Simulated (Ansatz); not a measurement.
# CH₆FNOSi, SMILES N[SiH2]OCF: a ladder of methods at one geometry

Program: Ansatz's Python interface.

Interactive session:
```pycon
>>> from pathlib import Path
>>> import ansatz as az
>>> import numpy as np
>>> system = (
...     az.Crystal.molecule()
...     .atom("N", (-0.4675, -0.098, 2.1589))
...     .atom("Si", (-0.488, -0.5783, 0.5376))
...     .atom("O", (0.2646, 0.6443, -0.2689))
...     .atom("C", (0.7567, 0.4112, -1.5971))
...     .atom("F", (-0.436, 0.2733, -2.3676))
...     .atom("H", (0.431, 0.214, 2.4131))
...     .atom("H", (-1.0179, 0.8166, 2.1828))
...     .atom("H", (0.354, -1.7966, 0.4652))
...     .atom("H", (-1.8707, -0.7086, 0.1157))
...     .atom("H", (1.2489, 1.2639, -1.9373))
...     .atom("H", (1.29, -0.4987, -1.6817))
... )
>>> calc = system.calculation().basis(gaussian="def2-SVP")
>>> print("functional    E (Ha)        dipole (D)   HOMO (eV)  LUMO (eV)")
functional    E (Ha)        dipole (D)   HOMO (eV)  LUMO (eV)
>>> for name in ["pbe", "hf", "lc_wpbe", "cam_b3lyp", "hse06", "r2scan0"]:
...     report = calc.functional(name).forces().orbitals().run(runs_dir="runs").report
...     lines = Path(report["orbitals_path"]).read_text().splitlines()
...     field_of = lambda key: [line.split("=")[1].strip() for line in lines if line.startswith(key)]
...     orbitals = [(27.211386 * float(e), s, float(n)) for e, s, n in zip(field_of("Ene="), field_of("Spin="), field_of("Occup="))]
...     homo = max(e for e, _, n in orbitals if n > 0.5)
...     lumo = min(e for e, _, n in orbitals if n < 0.5)
...     dipole = 4.803205 * np.linalg.norm(report["charge_distribution"]["dipole_moment_e_ang"])
...     print(f"{name:10s} {report['free_energy_ev'] / 27.211386246:14.6f} {dipole:9.3f} {homo:11.3f} {lumo:10.3f}")
...
pbe           -560.307074     1.999      -6.278      0.333
hf            -558.780140     2.426     -11.790      4.552
lc_wpbe       -560.517913     2.156     -10.756      3.592
cam_b3lyp     -560.670375     2.125      -9.275      2.266
hse06         -560.330916     2.114      -7.467      0.863
r2scan0       -560.559418     2.190      -8.135      1.514
```

Caveats:
- Total energies depend on the basis set; only differences at equal settings carry meaning.
- The geometry is a force-field or estimated start, not a minimum of this method, and the basis set is short of its limit. A lower total doesn't mark the better method: functionals have no common bound, and MP2 and coupled cluster aren't variational.
- Levels such as HOMO and LUMO are orbital energies: with these approximate functionals they aren't the ionisation energy and electron affinity, and their gap isn't the fundamental gap.
- hse06 follows the composition of plane-wave codes, whose totals differ by tens of mHa, up to about 0.1 Ha, from the form usual in Gaussian-basis programs (wpbeh).
- The whole script took 25 s on 1 thread of Arm Neoverse V2 (shared host), peak memory 0.31 GiB.
